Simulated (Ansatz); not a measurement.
# F₃HHfO: how energies converge with the basis set

How large a basis does F₃HHfO need? Two functionals are run in growing sets.

The runs use Ansatz 0.2.0, Gaussian basis; one geometry, several basis sets.

The runs, in order: PBE0-D4/def2-SVP; ωB97M-V/def2-SVP; PBE0-D4/def2-QZVPP; ωB97M-V/def2-QZVPP; the functionals' def2-TZVPP values are taken from earlier runs.

2 further runs of the same task are left out: 2 for a known fault of the program.

**1. The geometry**

An earlier PBE0-D4 in a triple-zeta def2 set relaxation fixed the geometry. Hf takes the def2 core potential; no spin-orbit term is included.

SMILES `[OH][Hf]([F])([F])[F]`, 6 atoms, charge 0, spin multiplicity 1.

Atoms are counted from 1 here; the program's logs count them from 0.

Bond lengths: O1–Hf2 1.901 Å, O1–H6 0.951 Å, Hf2–F3 1.906 Å, Hf2–F4 1.906 Å, Hf2–F5 1.906 Å. Angles: Hf2–O1–H6 179.1°, O1–Hf2–F3 110.1°, O1–Hf2–F4 110.0°, O1–Hf2–F5 110.1°, F3–Hf2–F4 108.9°, F3–Hf2–F5 108.8°, F4–Hf2–F5 108.9°.

As a file:

```xyz
6
charge 0, multiplicity 1
O    -0.99526    0.58085    0.83337
Hf    0.32976   -0.20206   -0.28255
F     1.52203   -1.26214    0.76086
F    -0.49432   -1.31228   -1.59507
F     1.32921    1.16007   -1.16568
H    -1.64942    0.97157    1.40296
```

**2. PBE0-D4 in def2-SVP**

File in.yaml:

```yaml
crystal:
  periodic: [false, false, false]
  atoms:
    - {symbol: O, position_ang: [-0.995255, 0.580849, 0.833375]}
    - {symbol: Hf, position_ang: [0.329756, -0.202065, -0.282547]}
    - {symbol: F, position_ang: [1.522027, -1.262144, 0.760858]}
    - {symbol: F, position_ang: [-0.494316, -1.312276, -1.595074]}
    - {symbol: F, position_ang: [1.329208, 1.160070, -1.165677]}
    - {symbol: H, position_ang: [-1.649418, 0.971566, 1.402964]}
basis:
  gaussian: {orbitals: def2-SVP}
hamiltonian: {xc: pbe0, dispersion: d4}
output: {orbitals: {seedname: orbitals}}
```

Launch:

```console
> ansatz run in.yaml --threads 4 --pin off --events-out ev --progress --plain --max-ram 10444MiB
```

Further steps of the session: ωB97M-V in def2-SVP; PBE0-D4 in def2-QZVPP; ωB97M-V in def2-QZVPP.

Q: Predict the results of all the runs planned. Wanted: PBE0-D4: double and triple zeta above quadruple; ωB97M-V: double and triple zeta above quadruple.

The runs gave:

```
                                       quantity           value
PBE0-D4: double and triple zeta above quadruple  13.69, 0.58 eV
ωB97M-V: double and triple zeta above quadruple  13.92, 0.54 eV
```

For PBE0-D4 the step from double to triple zeta gains 13.11 eV and the next only 0.58 eV. These are total energies; as a rule much of such shifts cancels in differences, which this series doesn't test. The LUMO of ωB97M-V is positive and keeps falling with the basis (0.72 to 0.21 eV): an unbound level that the basis holds in place.
